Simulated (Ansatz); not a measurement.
# SiNH₅ + HF + NH₃: a complex and its separated parts

The complex below is one end of an elementary step. How strongly is it bound against its free parts?

Computed with Ansatz 0.2.0, Gaussian basis. Level: PBE0-D4/def2-TZVP structures, single points in def2-TZVPP, no counterpoise correction.

Levels: SPW92, PBE-D4, BLYP-D4, r2SCAN-D4, B97M-V, PBE0-D4, B3LYP-D4, r2SCAN0-D4, BHLYP-D4, CAM-B3LYP-D4, wB97X-V, wB97M-V, B2PLYP, PBE-QIDH, RPA on PBE, Hartree-Fock, MP2, CCSD, CCSD(T).

Cores are frozen in the correlated methods. B3LYP uses VWN-RPA correlation. B2PLYP carries no dispersion term here.

113 further runs of the same task are left out: 113 set aside as unsound or not needed. Runs told in other sessions of the task aren't counted.

**1. The system as given**

The complex: 13 atoms, charge 0, spin multiplicity 1.

Atoms are counted from 1 here; the program's logs count them from 0.

Bond lengths: Si1–H3 1.487 Å, Si1–H4 1.491 Å, Si1–H5 1.487 Å, Si1–N7 1.727 Å, F2–H8 0.982 Å, H6–N9 1.020 Å, N7–H10 1.009 Å, N7–H11 1.016 Å, N9–H12 1.012 Å, N9–H13 1.012 Å. Angles: H3–Si1–H4 107.6°, H3–Si1–H5 109.6°, H3–Si1–N7 108.0°, H4–Si1–H5 107.9°, H4–Si1–N7 116.1°, H5–Si1–N7 107.5°, Si1–N7–H10 116.9°, Si1–N7–H11 116.6°, H10–N7–H11 110.0°, H6–N9–H12 108.9°, H6–N9–H13 108.5°, H12–N9–H13 108.3°.

Coordinates:

```
Si   -1.61599   -1.10620    0.42118
F     2.29798   -0.63217   -0.06571
H    -1.36010   -1.13682   -1.04356
H    -1.72032   -2.51751    0.89143
H    -2.91812   -0.43890    0.68545
H     0.33161    1.31246   -0.45304
N    -0.38289   -0.14765    1.15912
H     1.94167    0.14323   -0.55214
N     1.10997    1.35142   -1.11048
H    -0.54588    0.15454    2.10826
H     0.57277   -0.47904    1.05848
H     1.54345    2.26379   -1.05169
H     0.74584    1.23295   -2.04731
```

Its parts: SiNH₅ holds atoms 1, 3, 4, 5, 7, 10, 11; HF holds atoms 2, 8; NH₃ holds atoms 6, 9, 12, 13. Each part counts its atoms afresh in its own runs.

**2. Relaxing SiNH₅ alone**

relax-a/in.yaml reads:

```yaml
crystal:
  periodic: [false, false, false]
  atoms:
    - {symbol: Si, position_ang: [-1.615987, -1.106204, 0.421185]}
    - {symbol: H, position_ang: [-1.360098, -1.136818, -1.043559]}
    - {symbol: H, position_ang: [-1.720323, -2.517506, 0.891432]}
    - {symbol: H, position_ang: [-2.918117, -0.438899, 0.685450]}
    - {symbol: N, position_ang: [-0.382894, -0.147647, 1.159119]}
    - {symbol: H, position_ang: [-0.545880, 0.154541, 2.108259]}
    - {symbol: H, position_ang: [0.572773, -0.479044, 1.058478]}
basis:
  gaussian: {orbitals: def2-TZVP}
hamiltonian: {xc: pbe0, dispersion: d4}
relax: {f_tol: 0.005, max_steps: 200}
```

On the command line:

```
> ansatz run in.yaml --threads 8 --pin off --events-out ev --progress --plain --max-ram 19148MiB
```

Further steps of the session: Relaxing HF alone; Relaxing NH₃ alone; SPW92/def2-TZVPP; PBE-D4/def2-TZVPP; BLYP-D4/def2-TZVPP; r2SCAN-D4/def2-TZVPP; B97M-V/def2-TZVPP; PBE0-D4/def2-TZVPP; B3LYP-D4/def2-TZVPP; r2SCAN0-D4/def2-TZVPP; BHLYP-D4/def2-TZVPP; CAM-B3LYP-D4/def2-TZVPP; wB97X-V/def2-TZVPP; wB97M-V/def2-TZVPP; B2PLYP/def2-TZVPP; PBE-QIDH/def2-TZVPP; RPA on PBE/def2-TZVPP; CCSD(T)/def2-TZVPP; Vibrations of SiNH₅; Vibrations of HF; Vibrations of NH₃.

Before running it: what results should come out? Wanted: complex less parts, CCSD(T)/def2-TZVPP; with zero-point energy; largest T1 diagnostic.

The runs gave:

| quantity | value |
| --- | --- |
| complex less parts, CCSD(T)/def2-TZVPP | -19.4 kcal/mol |
| with zero-point energy | -14.7 kcal/mol |
| largest T1 diagnostic | 0.009 |

In words: At CCSD(T) the complex lies 19.4 kcal/mol below its parts. The functionals run from B2PLYP, off by -0.1 kcal/mol, to SPW92, off by -13.2 kcal/mol, against CCSD(T). Mean unsigned error by rung: LDA 13.2, GGA 4.0, meta-GGA 2.1, hybrid 2.3, range-separated hybrid 2.2, double hybrid 0.5 kcal/mol. The double hybrids carry no dispersion term here, unlike the levels marked D4 or V. PBE-D4 gives a relative energy 4.9 kcal/mol too low, outside chemical accuracy (1 kcal/mol). No counterpoise was applied, and triple zeta lacks some correlation, so the CCSD(T) reference has a basis error of its own, and close matches with it are partly luck.
